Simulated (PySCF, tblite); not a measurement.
# C₆H₇N: excited states, first hyperpolarisability

Aim: compute the excited states, first hyperpolarisability of C₆H₇N (`C#CC#CN(C)C`).

Programs: tblite 0.8.0 and PySCF 2.14.0, with routines of our own; each step states its level. All values are computed. Atoms count from 0.

## (1) The system as given

14 atoms, charge 0, multiplicity 1; geometry from: force field or distance geometry start.

## (2) Optimising the geometry with GFN2-xTB

What the job is given:

```
{"job": {"kind": "relax", "xc": "GFN2-xTB", "basis": "xTB"}, "charge": 0, "multiplicity": 1}
C      4.384200     0.552900    -0.499800
C      3.189400     0.415500    -0.354500
C      1.687400     0.221600    -0.143400
C      0.495700     0.087800    -0.001600
N     -0.945500    -0.098000     0.202300
C     -1.478200    -1.439800     0.076200
C     -1.802700     1.022100    -0.147400
H      5.430000     0.689000    -0.630400
H     -2.469000    -1.504700     0.519700
H     -1.542500    -1.739100    -0.968200
H     -0.839500    -2.159400     0.604700
H     -1.393600     1.957300     0.235500
H     -2.800900     0.895000     0.311900
H     -1.915400     1.099300    -1.232100
```

Command:

```console
$ OMP_NUM_THREADS=1 python excited_run.py task.json out
```

One launch serves the whole session: the jobs run in the order shown.

The log of the run:

```text
step      E/eV     max force
  0    -521.54483    4.236
  1    -521.64322    6.368
  2    -522.00117    2.052
  3    -522.13651    3.091
  4    -522.24338    2.953
  5    -522.35304    1.062
  6    -522.40964    0.836
  7    -522.44243    0.654
  8    -522.46908    0.239
  9    -522.47383    0.176
 10    -522.47824    0.179
 11    -522.48005    0.122
 12    -522.48176    0.127
 13    -522.48317    0.121
 14    -522.48482    0.101
 15    -522.48641    0.127
 16    -522.48822    0.139
 17    -522.49018    0.109
 18    -522.49172    0.110
 19    -522.49250    0.061
 20    -522.49291    0.064
 21    -522.49332    0.061
 22    -522.49383    0.088
 23    -522.49427    0.068
 24    -522.49450    0.044
 25    -522.49465    0.045
 26    -522.49489    0.053
 27    -522.49534    0.094
 28    -522.49601    0.110
 29    -522.49662    0.072
 30    -522.49699    0.060
 31    -522.49726    0.061
 32    -522.49762    0.080
 33    -522.49817    0.100
 34    -522.49879    0.076
 35    -522.49924    0.051
 36    -522.49950    0.034
 37    -522.49967    0.036
 38    -522.49981    0.029
 39    -522.49992    0.028
 40    -522.50000    0.024
 41    -522.50007    0.023
 42    -522.50018    0.032
 43    -522.50034    0.044
 44    -522.50056    0.053
 45    -522.50080    0.052
 46    -522.50102    0.039
 47    -522.50118    0.029
 48    -522.50127    0.022
 49    -522.50133    0.025
 50    -522.50139    0.027
 51    -522.50145    0.024
 52    -522.50152    0.019
 53    -522.50160    0.020
 54    -522.50168    0.021
 55    -522.50173    0.023
 56    -522.50177    0.021
 57    -522.50180    0.019
 58    -522.50186    0.021
 59    -522.50195    0.028
 60    -522.50207    0.024
 61    -522.50216    0.026
 62    -522.50223    0.025
 63    -522.50231    0.021
 64    -522.50242    0.024
 65    -522.50253    0.029
 66    -522.50262    0.025
 67    -522.50266    0.017
 68    -522.50268    0.012
 69    -522.50269    0.007
```

It took 0.29 s on 1 thread of Intel Xeon Platinum 8488C, shared host.

Step by step: (not every step is listed)

```
step  energy from step 0 (eV)  largest force (eV/Å)
   0                   0.0000                4.2357
   1                  -0.0984                6.3684
   2                  -0.4563                2.0520
   3                  -0.5917                3.0912
   4                  -0.6985                2.9535
   5                  -0.8082                1.0620
   6                  -0.8648                0.8361
   7                  -0.8976                0.6544
   8                  -0.9242                0.2393
  13                  -0.9383                0.1212
  18                  -0.9469                0.1101
  23                  -0.9494                0.0683
  28                  -0.9512                0.1096
  33                  -0.9533                0.0997
  38                  -0.9550                0.0289
  43                  -0.9555                0.0438
  48                  -0.9564                0.0221
  53                  -0.9568                0.0198
  58                  -0.9570                0.0213
  63                  -0.9575                0.0213
  64                  -0.9576                0.0239
  65                  -0.9577                0.0286
  66                  -0.9578                0.0247
  67                  -0.9578                0.0168
  68                  -0.9579                0.0124
  69                  -0.9579                0.0073
```

Close pairs (by a distance rule), those that changed most:

```csv
bond,before (Å),after (Å),change (Å)
C1–C2,1.529,1.354,-0.175
C3–N4,1.467,1.330,-0.137
C0–H7,1.063,1.048,-0.015
C6–H12,1.106,1.092,-0.014
C5–H9,1.088,1.099,+0.010
C5–H10,1.098,1.089,-0.009
N4–C6,1.453,1.445,-0.008
C6–H13,1.093,1.099,+0.006
```

The end geometry stands in the next job.

## (3) Vibrational analysis with GFN2-xTB

What the job is given:

```
{"job": {"kind": "ir", "xc": "GFN2-xTB", "basis": "xTB"}, "charge": 0, "multiplicity": 1}
C      4.174731     0.536245    -0.426845
C      2.986219     0.389142    -0.285821
C      1.651014     0.223019    -0.134411
C      0.454463     0.071649    -0.017877
N     -0.846551    -0.081879     0.211430
C     -1.399228    -1.407209     0.050292
C     -1.723373     1.002668    -0.166920
H      5.207717     0.664486    -0.544429
H     -2.303435    -1.488375     0.656768
H     -1.659384    -1.627154    -0.994404
H     -0.675796    -2.145243     0.392273
H     -1.227708     1.953153     0.022863
H     -2.631157     0.949365     0.437368
H     -2.008193     0.959662    -1.227429
```

The log of the run:

```text
mode    cm-1     km/mol
  1      88.6      0.26
  2      97.7      3.64
  3     145.9      2.17
  4     168.9      0.28
  5     180.4      0.15
  6     214.4      4.03
  7     287.7     19.24
  8     338.5      0.51
  9     355.9      4.18
 10     366.8      1.82
 11     499.7      0.89
 12     589.8     16.04
 13     640.2     12.13
 14     652.8     21.15
 15     955.8     27.95
 16    1052.0      4.31
 17    1083.1      2.60
 18    1123.7     15.49
 19    1152.7     38.06
 20    1218.3      9.24
 21    1399.6    108.47
 22    1411.2      0.28
 23    1424.3      8.67
 24    1471.9      1.99
 25    1479.6     16.07
 26    1485.7      6.17
 27    1498.7      9.61
 28    2216.2      1.28
 29    2352.2    511.89
 30    2887.1     19.30
 31    2890.7    141.03
 32    2986.4      5.61
 33    2989.4     92.13
 34    3035.5     25.36
 35    3036.0     16.44
 36    3409.2      7.43
```

Wall time 0.29 s (1 thread of Intel Xeon Platinum 8488C, shared host).

The strongest bands and the atoms that carry them (share of the mass-weighted mode):

```csv
cm⁻¹,km/mol,atoms
653,21.1,"C0 20 %, N4 20 %, C6 15 %, C5 15 %"
956,27.9,"C6 21 %, C5 21 %, N4 16 %"
1153,38.1,"H10 13 %, H11 13 %, C3 13 %, C2 11 %"
1400,108.5,"N4 34 %, C2 15 %"
2352,511.9,"C2 46 %, C3 45 %"
2891,141.0,"H9 57 %, H13 34 %"
2989,92.1,"H8 51 %, H12 41 %"
3036,25.4,H11 91 %
```

## (4) Excited states: TDA PBE0/def2-TZVP

The job, as its differences from that of step 3:

```diff
@@ -1,2 +1,2 @@
-{"job": {"kind": "ir", "xc": "GFN2-xTB", "basis": "xTB"}, "charge": 0, "multiplicity": 1}
+{"job": {"kind": "states", "xc": "PBE0", "basis": "def2-TZVP", "tda": true, "soc": true, "nstates": 6, "ntriplets": 4, "nquad": 4}, "charge": 0, "multiplicity": 1}
 C      4.174731     0.536245    -0.426845
```

Method: TDA PBE0/def2-TZVP excited states, vertical, gas phase, spin-orbit mean-field couplings.

The log of the run:

```text
coarse grid: 11920 points
cycle   1  E = -287.1719007926  dE =  1.092e+00  |g| = 4.445e-01  |ddm| = 6.281e+00
cycle   2  E = -287.1240700114  dE =  4.783e-02  |g| = 6.128e-01  |ddm| = 1.434e+00
cycle   3  E = -287.2087613075  dE = -8.469e-02  |g| = 2.325e-01  |ddm| = 6.309e-01
cycle   4  E = -287.2226443559  dE = -1.388e-02  |g| = 3.199e-02  |ddm| = 2.690e-01
cycle   5  E = -287.2228611587  dE = -2.168e-04  |g| = 1.550e-02  |ddm| = 4.714e-02
cycle   6  E = -287.2229112339  dE = -5.008e-05  |g| = 5.997e-03  |ddm| = 1.702e-02
cycle   7  E = -287.2229202458  dE = -9.012e-06  |g| = 1.548e-03  |ddm| = 6.150e-03
final grid: 115848 points
cycle   8  E = -287.2078041967  dE = -5.891e-05  |g| = 7.547e-03  |ddm| = 2.066e-01
cycle   9  E = -287.2077954375  dE =  8.759e-06  |g| = 9.529e-03  |ddm| = 1.517e-02
cycle  10  E = -287.2078152355  dE = -1.980e-05  |g| = 3.072e-03  |ddm| = 7.853e-03
cycle  11  E = -287.2078175451  dE = -2.310e-06  |g| = 4.140e-04  |ddm| = 2.320e-03
cycle  12  E = -287.2078175781  dE = -3.309e-08  |g| = 1.556e-04  |ddm| = 4.978e-04
cycle  13  E = -287.2078175833  dE = -5.135e-09  |g| = 5.178e-05  |ddm| = 1.912e-04
cycle  14  E = -287.2078175838  dE = -5.517e-10  |g| = 2.501e-05  |ddm| = 6.861e-05
converged SCF energy = -287.2078175838

Singlet excitations
state   eV       nm        f     d(h-e)  d(exc)  Lambda  PR(NTO)  |dmu|/D   mu/D   main configurations
  1   3.8904   318.7   0.00007   0.683   3.202   0.480   1.010    2.162    5.147   H->L 0.99
  2   4.8272   256.8   0.04000   0.249   3.155   0.795   1.958    0.702    3.616   H->L+1 0.57, H-1->L 0.40
  3   5.4765   226.4   0.00038   0.143   3.018   0.513   1.022    0.396    2.740   H-1->L+1 0.96
  4   5.7434   215.9   0.03854   2.082   4.142   0.466   1.062    7.455    4.488   H->L+2 0.90
  5   6.4881   191.1   0.00001   0.485   3.072   0.497   1.098                     H-2->L 0.92
  6   7.0023   177.1   0.01909   2.957   4.574   0.331   1.047                     H-1->L+2 0.92

Triplet excitations (Tamm-Dancoff)
state   eV     d(h-e)  d(exc)  Lambda  PR(NTO)   main configurations
  1   3.5744   0.512   3.089   0.481   1.066   H->L 0.95
  2   3.7322   0.208   2.967   0.772   1.736   H->L+1 0.66, H-1->L 0.26
  3   4.0870   0.150   2.891   0.811   1.733   H-1->L 0.70, H->L+1 0.27
  4   5.1127   0.078   2.965   0.509   1.122   H-1->L+1 0.90
S1 - T1 = 0.3160 eV

Spin-orbit couplings |<S|Hso|T>| (cm-1)
             T1       T2       T3       T4
S0        4.800    0.875    0.581    2.353
S1        0.022    4.123   17.806    0.069
S2       21.905    0.059    0.004   16.746
S3        0.065    5.106   19.167    0.017
S4        3.756    0.619    0.347    1.856
S5        0.375    0.825    7.257    0.084
S6        0.471    0.866    1.693    0.691
T1 sublevels (cm-1): 0.000 0.000 0.149   radiative rates (1/s): 0.000119 0.0117 83.8
```

Wall time 41 s (1 thread of Intel Xeon Platinum 8488C, shared host); peak memory 0.9 GiB.

In short:

| quantity | value |
| --- | --- |
| S1 less T1 | 0.32 eV |

Orbitals, density, ELF and potential are computed afterwards from the orbital file.

Frontier orbitals at PBE0/def2-TZVP, with the share of their density that lies nearest to each atom:

```
orbital  energy (eV)                                                 lies on
   HOMO        -5.90                               C2 25 %; N4 24 %; C0 20 %
   LUMO        -0.31  C0, C3 about 23 % each; C1, C2 about 17 % each; H7 9 %
```

ELF in a plane through or near 10 of the atoms.

Values, 10 rows by 14 columns:
```
0.00 0.00 0.00 0.00 0.00 0.00 0.00 0.00 0.00 0.00 0.00 0.00 0.00 0.00
0.00 0.00 0.00 0.00 0.00 0.00 0.00 0.02 0.02 0.00 0.00 0.00 0.00 0.00
0.00 0.00 0.00 0.00 0.00 0.00 0.00 0.93 0.78 0.01 0.00 0.00 0.00 0.00
0.00 0.00 0.01 0.20 0.23 0.04 0.18 0.75 0.67 0.77 0.12 0.00 0.00 0.00
0.00 0.01 0.90 0.65 0.78 0.64 0.86 0.35 0.51 0.83 0.10 0.00 0.00 0.00
0.00 0.07 0.99 0.19 0.37 0.66 0.84 0.78 0.71 0.18 0.01 0.00 0.00 0.00
0.00 0.00 0.34 0.50 0.64 0.30 0.72 0.11 0.79 0.94 0.23 0.00 0.00 0.00
0.00 0.00 0.00 0.04 0.03 0.00 0.01 0.97 0.89 0.29 0.02 0.00 0.00 0.00
0.00 0.00 0.00 0.00 0.00 0.00 0.00 0.51 0.39 0.00 0.00 0.00 0.00 0.00
0.00 0.00 0.00 0.00 0.00 0.00 0.00 0.00 0.00 0.00 0.00 0.00 0.00 0.00
```
The map spans 15.7 Å across and 9.4 Å up, centred on the molecule. Atoms in the plane (x, y in Å): C0 (-4.2, 0.0), C1 (-3.0, 0.0), C2 (-1.7, 0.0), C3 (-0.5, 0.0), N4 (0.9, 0.0), C5 (1.6, -1.2), C6 (1.6, 1.2), H7 (-5.3, 0.0), H10 (1.0, -2.1), H11 (1.0, 2.1).

On the surface of density 0.002 e/bohr³ the electrostatic potential runs, from the 1st to the 99th percentile, from -1.07 V near C0 to 1.23 V near H7.

## (5) Excited states: TDDFT CAM-B3LYP/def2-SVPD

The job, as its differences from that of step 4:

```diff
@@ -1,2 +1,2 @@
-{"job": {"kind": "states", "xc": "PBE0", "basis": "def2-TZVP", "tda": true, "soc": true, "nstates": 6, "ntriplets": 4, "nquad": 4}, "charge": 0, "multiplicity": 1}
+{"job": {"kind": "states", "xc": "CAM-B3LYP", "basis": "def2-SVPD", "tpa": true, "nstates": 6, "nquad": 5, "ntriplets": 0}, "charge": 0, "multiplicity": 1}
 C      4.174731     0.536245    -0.426845
```

With the program's defaults for keys left out, this is: TDDFT CAM-B3LYP/def2-SVPD excited states, vertical, gas phase, two-photon moments by quadratic response.

The log of the run:

```text
coarse grid: 11920 points
cycle   1  E = -286.9974595120  dE =  1.202e+00  |g| = 3.537e-01  |ddm| = 5.623e+01
cycle   2  E = -286.9922445396  dE =  5.215e-03  |g| = 4.120e-01  |ddm| = 3.970e+00
cycle   3  E = -287.0324955433  dE = -4.025e-02  |g| = 1.096e-01  |ddm| = 2.071e+00
cycle   4  E = -287.0354436593  dE = -2.948e-03  |g| = 2.397e-02  |ddm| = 4.248e-01
cycle   5  E = -287.0355770568  dE = -1.334e-04  |g| = 9.689e-03  |ddm| = 5.021e-01
cycle   6  E = -287.0355998604  dE = -2.280e-05  |g| = 3.350e-03  |ddm| = 4.648e-02
cycle   7  E = -287.0356035414  dE = -3.681e-06  |g| = 7.000e-04  |ddm| = 4.282e-02
final grid: 115848 points
cycle   8  E = -287.0943564580  dE = -3.311e-05  |g| = 2.773e-03  |ddm| = 5.140e-01
cycle   9  E = -287.0943570834  dE = -6.253e-07  |g| = 2.414e-03  |ddm| = 2.931e-02
cycle  10  E = -287.0943584958  dE = -1.412e-06  |g| = 5.229e-04  |ddm| = 1.222e-02
cycle  11  E = -287.0943585556  dE = -5.984e-08  |g| = 2.273e-04  |ddm| = 4.488e-03
cycle  12  E = -287.0943585703  dE = -1.475e-08  |g| = 7.448e-05  |ddm| = 8.754e-04
cycle  13  E = -287.0943585726  dE = -2.221e-09  |g| = 2.621e-05  |ddm| = 6.498e-04
cycle  14  E = -287.0943585731  dE = -5.523e-10  |g| = 1.559e-05  |ddm| = 2.450e-04
converged SCF energy = -287.0943585731

Singlet excitations
state   eV       nm        f     d(h-e)  d(exc)  Lambda  PR(NTO)  |dmu|/D   mu/D   delta(TPA)   sigma/GM   main configurations
  1   3.9301   315.5   0.00007   0.557   3.044   0.472   1.022    2.065    4.883        0.08      0.000   H->L 0.95
  2   4.8197   257.2   0.03705   0.200   3.000   0.686   2.003    0.789    3.522       59.74      0.508   H-1->L 0.37, H->L+1 0.33, H->L+2 0.26
  3   5.4649   226.9   0.00036   0.094   2.896   0.443   1.054    0.309    2.703        0.47      0.005   H-1->L+2 0.57, H-1->L+1 0.40
  4   5.5437   223.6   0.02230   0.997   3.824   0.574   1.126    3.736    1.007      112.88      1.271   H->L+1 0.49, H->L+2 0.33
  5   6.4742   191.5   0.04852   0.436   4.315   0.349   1.139    1.457    1.435       47.10      0.723   H->L+3 0.82
  6   6.6371   186.8   0.00019   0.076   3.005   0.451   1.566                                            H-2->L 0.68, H->L+4 0.14
```

Wall time 31 s (1 thread of Intel Xeon Platinum 8488C, shared host); peak memory 0.85 GiB.

## (6) First hyperpolarisability: quadratic response PBE0/def2-SVPD

The job, as its differences from that of step 5:

```diff
@@ -1,2 +1,2 @@
-{"job": {"kind": "states", "xc": "CAM-B3LYP", "basis": "def2-SVPD", "tpa": true, "nstates": 6, "nquad": 5, "ntriplets": 0}, "charge": 0, "multiplicity": 1}
+{"job": {"kind": "beta", "xc": "PBE0", "basis": "def2-SVPD", "wavelengths": [1550, 1064, 694.3]}, "charge": 0, "multiplicity": 1}
 C      4.174731     0.536245    -0.426845
```

Method: quadratic response PBE0/def2-SVPD first hyperpolarisability, Taylor convention, gas phase.

The log of the run:

```text
coarse grid: 11920 points
cycle   1  E = -286.8222714320  dE =  1.043e+00  |g| = 3.968e-01  |ddm| = 4.184e+01
cycle   2  E = -286.7735460247  dE =  4.873e-02  |g| = 5.864e-01  |ddm| = 4.659e+00
cycle   3  E = -286.8565202281  dE = -8.297e-02  |g| = 1.952e-01  |ddm| = 2.326e+00
cycle   4  E = -286.8666037448  dE = -1.008e-02  |g| = 2.611e-02  |ddm| = 9.986e-01
cycle   5  E = -286.8667353645  dE = -1.316e-04  |g| = 1.586e-02  |ddm| = 3.136e-01
cycle   6  E = -286.8667933167  dE = -5.795e-05  |g| = 5.132e-03  |ddm| = 3.714e-02
cycle   7  E = -286.8668000620  dE = -6.745e-06  |g| = 1.333e-03  |ddm| = 1.694e-02
final grid: 115848 points
cycle   8  E = -286.9091055595  dE = -3.212e-05  |g| = 6.688e-03  |ddm| = 5.668e-01
cycle   9  E = -286.9090990578  dE =  6.502e-06  |g| = 8.437e-03  |ddm| = 1.122e-01
cycle  10  E = -286.9091154228  dE = -1.637e-05  |g| = 2.674e-03  |ddm| = 2.505e-02
cycle  11  E = -286.9091172240  dE = -1.801e-06  |g| = 2.980e-04  |ddm| = 1.063e-02
cycle  12  E = -286.9091172426  dE = -1.858e-08  |g| = 1.086e-04  |ddm| = 2.548e-03
cycle  13  E = -286.9091172448  dE = -2.211e-09  |g| = 5.186e-05  |ddm| = 9.842e-04
cycle  14  E = -286.9091172455  dE = -6.655e-10  |g| = 2.236e-05  |ddm| = 3.515e-04
converged SCF energy = -286.9091172455

Lowest singlets (eV, f): 3.8798 0.0001  4.7984 0.0446  5.3982 0.0203

First hyperpolarisability (au)
process     nm      |vector|   parallel      HRS      DR
static         -      502.80     263.43     231.56    3.73
shg       1550.0      552.15     289.04     254.57   3.742
eope      1550.0      518.44     271.56          -       -
shg       1064.0      617.61     322.85     285.21   3.754
eope      1064.0      536.93     281.16          -       -
shg        694.3      866.60     449.75     403.31   3.773
eope       694.3      589.14     308.17          -       -
```

Wall time 28 s (1 thread of Intel Xeon Platinum 8488C, shared host); peak memory 0.8 GiB.

## (7) Results

| quantity | value |
| --- | --- |
| strongest single infrared mode (GFN2-xTB) | 2352 cm⁻¹, 512 km/mol |
| zero-point energy (GFN2-xTB) | 67.5 kcal/mol |
| S1 less T1 (step 4, TDA PBE0/def2-TZVP) | 0.32 eV |
| surface potential, 1st and 99th percentile | -1.07 V and 1.23 V |
| β vector (step 6, quadratic response PBE0/def2-SVPD) | static 503, SHG 1550.0 nm 552, SHG 1064.0 nm 618, SHG 694.3 nm 867 au |

**Reading.** No mode is imaginary among the 36: a minimum at this level. The strongest single mode, at 2352 cm⁻¹, moves mainly C2 and C3. GFN2-xTB is a fitted tight-binding method: band positions and strengths are rough. Its intensities can rank the bands wrongly. In step 4, the number of triplets below S1 is 2, and the largest singlet-triplet spin-orbit coupling is S2–T1, 21.91 cm⁻¹. At PBE0/def2-TZVP, counted by nearest atom on the grid, the HOMO lies on C2 25 %; N4 24 %, the LUMO on C0, C3 about 23 % each; C1, C2 about 17 % each. β grows from 503 au (static) to 867 au for doubling at 694.3 nm: normal dispersion, which grows as twice the photon energy moves toward the bright states.
